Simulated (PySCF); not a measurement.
**ReO2Cl3: forces at shaken geometries**

Aim: move all atoms of relaxed ReO2Cl3 at random and read energies and forces. The species was built from a template and needn't be a known compound.

Program: PySCF 2.14.0. Level of theory: r2SCAN, Re def2-SVP with ECP60, O def2-SVP, Cl def2-SVP; scalar-relativistic core potentials, no spin–orbit coupling. These are calculated values, not measurements.

5 further runs of the same task are left out: 2 for a known fault of the program, 2 that didn't finish, 1 set aside as unsound or not needed.

**1. Where the work starts**

6 atoms, charge 0, spin multiplicity 1.

Bond lengths: Re1–O2 1.693 Å, Re1–O3 1.693 Å, Re1–Cl4 2.317 Å, Re1–Cl5 2.333 Å, Re1–Cl6 2.316 Å. Angles: O2–Re1–O3 110.2°, O2–Re1–Cl4 93.9°, O2–Re1–Cl5 124.9°, O2–Re1–Cl6 94.0°, O3–Re1–Cl4 93.9°, O3–Re1–Cl5 124.9°, O3–Re1–Cl6 94.0°, Cl4–Re1–Cl5 83.1°, Cl4–Re1–Cl6 166.1°, Cl5–Re1–Cl6 83.1°.

As a file:

```xyz
6

Re    0.1368   -0.1735    0.0000
O     0.6298   -1.0080    1.3884
O     0.6298   -1.0080   -1.3884
Cl    1.9760    1.2353    0.0000
Cl   -1.0482    1.8366    0.0000
Cl   -1.9854   -1.0999    0.0000
```

Formal oxidation states: Re +7. An earlier session relaxed this geometry at r2SCAN, Re def2-SVP with ECP60, O def2-SVP, Cl def2-SVP (singlet, point group C2v).

Its energy there is -1608.840364 Eh.

**2. Atoms moved at random, σ = 0.15 Å**

run.py (the lines that set the calculation) reads:

```python
mol = gto.M(atom='''
Re     0.15509    -0.23752    -0.17053
O      0.68151    -1.09431     1.44435
O      0.53653    -0.99421    -1.39405
Cl     2.19177     1.09320    -0.19243
Cl    -0.99323     2.08781     0.13992
Cl    -2.23278    -1.07264     0.17273''',
    basis={'Re': 'def2-SVP', 'O': 'def2-SVP', 'Cl': 'def2-SVP'},
    ecp={'Re': 'def2-SVP'},
    charge=0, spin=0)
mf = dft.RKS(mol, xc='R2SCAN')
mf.grids.atom_grid = (50, 194)
mf = mf.density_fit()  # fitting sets: Re def2-universal-JKFIT, O def2-universal-JKFIT, Cl def2-universal-JKFIT
mf.conv_tol = 1e-08; mf.max_cycle = 55
mf.kernel(dm0)  # dm0: the density of the relaxed state
```

Launch:

```bash
$ OMP_NUM_THREADS=2 python run.py
```

**3. Atoms moved at random, σ = 0.1 Å**

run.py (the lines that set the calculation) reads:

```python
mol = gto.M(atom='''
Re     0.12403    -0.20018    -0.03619
O      0.69703    -0.93864     1.35679
O      0.47707    -0.90178    -1.31577
Cl     1.96159     1.32593    -0.01377
Cl    -1.02124     1.63601    -0.02563
Cl    -1.89959    -1.13902     0.03457''',
    basis={'Re': 'def2-SVP', 'O': 'def2-SVP', 'Cl': 'def2-SVP'},
    ecp={'Re': 'def2-SVP'},
    charge=0, spin=0)
mf = dft.RKS(mol, xc='R2SCAN')
mf.grids.atom_grid = (50, 194)
mf = mf.density_fit()  # fitting sets: Re def2-universal-JKFIT, O def2-universal-JKFIT, Cl def2-universal-JKFIT
mf.conv_tol = 1e-08; mf.max_cycle = 55
mf.kernel(dm0)  # dm0: the density of the relaxed state
```

**4. Atoms moved at random, σ = 0.1 Å**

run.py (the lines that set the calculation) reads:

```python
mol = gto.M(atom='''
Re     0.13729    -0.12621     0.06272
O      0.64767    -1.10934     1.42288
O      0.66130    -0.91232    -1.53637
Cl     1.94910     1.03714     0.02131
Cl    -1.15675     1.85730     0.01634
Cl    -1.89973    -0.96425     0.01313''',
    basis={'Re': 'def2-SVP', 'O': 'def2-SVP', 'Cl': 'def2-SVP'},
    ecp={'Re': 'def2-SVP'},
    charge=0, spin=0)
mf = dft.RKS(mol, xc='R2SCAN')
mf.grids.atom_grid = (50, 194)
mf = mf.density_fit()  # fitting sets: Re def2-universal-JKFIT, O def2-universal-JKFIT, Cl def2-universal-JKFIT
mf.conv_tol = 1e-08; mf.max_cycle = 55
mf.kernel(dm0)  # dm0: the density of the relaxed state
```

Q: Predict the outcome of this session. Wanted: for each run, σ; energy rise; harmonic estimate −½ F·u; largest force component.

As calculated:

| σ (Å) | energy rise (eV) | harmonic estimate −½ F·u (eV) | largest force component (eV/Å) |
| --- | --- | --- | --- |
| 0.15 | 3.481 | 3.522 | 22.68 |
| 0.1 | 1.988 | 2.280 | 15.91 |
| 0.1 | 1.186 | 1.149 | 5.31 |

Every displacement raises the energy. For a harmonic well the rise equals −½ F·u; the two differ by at most 15 % here (a move with σ = 0.1 Å), from anharmonicity, the grid and the small forces left at the relaxed point. These are double-zeta-type bases without diffuse functions. Spin–orbit coupling is left out.
